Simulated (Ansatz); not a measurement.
# CH6BClO2: the cost of one run

Method: RKS PBE-D4/def2-SVP, in Ansatz 0.2.0.

## Step 1: The structure to begin with

Bond lengths: B1–O2 1.760 Å, O2–H3 1.010 Å, B1–Cl4 1.860 Å, B1–H5 1.190 Å, B1–O6 1.710 Å, O6–C7 1.420 Å, C7–H8 1.110 Å, C7–H9 1.110 Å, C7–H10 1.110 Å, O2–H11 1.098 Å, O6–H11 1.123 Å. Angles (14 of 19 angles, heavy atoms first): O2–B1–Cl4 120.0°, O2–B1–O6 71.6°, Cl4–B1–O6 88.5°, B1–O6–C7 125.0°, B1–O2–H3 109.5°, B1–O2–H11 77.2°, O2–B1–H5 120.0°, Cl4–B1–H5 120.0°, H5–B1–O6 110.0°, B1–O6–H11 78.9°, C7–O6–H11 67.1°, O6–C7–H8 109.5°, O6–C7–H9 109.5°, O6–C7–H10 109.5°.

Structure file:

```xyz
11

B     0.0000    0.0000    0.0000
O     0.0000    0.0000    1.7600
H    -0.9095   -0.2814    2.0971
Cl    1.6108    0.0000   -0.9300
H    -1.0305    0.0000   -0.5950
O     0.3647    1.5813    0.5392
C     1.3750    1.9075    1.4822
H     1.9270    0.9875    1.7670
H     2.0802    2.6371    1.0323
H     0.9087    2.3531    2.3856
H     0.2407    1.0435    1.5173
```

## Step 2: A restrained relaxation towards end A

Springs on the bonds that form and break draw the guess towards this end; the thresholds are loose.

The input, input.yaml:

```yaml
crystal:
  periodic: [false, false, false]
  atoms:
    - { symbol: B, position_ang: [0.0, 0.0, 0.0] }
    - { symbol: O, position_ang: [0.0, 0.0, 1.76] }
    - { symbol: H, position_ang: [-0.9095, -0.2814, 2.0971] }
    - { symbol: Cl, position_ang: [1.6108, 0.0, -0.93] }
    - { symbol: H, position_ang: [-1.0305, 0.0, -0.595] }
    - { symbol: O, position_ang: [0.3647, 1.5813, 0.5392] }
    - { symbol: C, position_ang: [1.375, 1.9075, 1.4822] }
    - { symbol: H, position_ang: [1.927, 0.9875, 1.767] }
    - { symbol: H, position_ang: [2.0802, 2.6371, 1.0323] }
    - { symbol: H, position_ang: [0.9087, 2.3531, 2.3856] }
    - { symbol: H, position_ang: [0.2407, 1.0435, 1.5173] }
basis:
  gaussian: { orbitals: def2-SVP }
hamiltonian:
  xc: pbe
  dispersion: d4
relax:
  f_tol: 0.15
  max_steps: 25
  restrain:
    - { distance: [0, 5], at: 2.61, k: 30.0 }
    - { distance: [10, 1], at: 2.21, k: 30.0 }
    - { distance: [0, 1], at: 1.41, k: 30.0 }
    - { distance: [10, 5], at: 1.01, k: 30.0 }
```

On the command line:

```sh
$ ansatz run input.yaml --threads 2 --pin off --max-ram 3072MiB --backend cpu --events-out ev --progress --plain --runs-dir out
```

**Question.** How long does this run take on 2 threads of Intel Xeon Platinum 8259CL at 2.50GHz (Skylake/Cascade Lake), shared host, and how much memory does it need?

About 37 s, with a peak of 0.17 GiB.
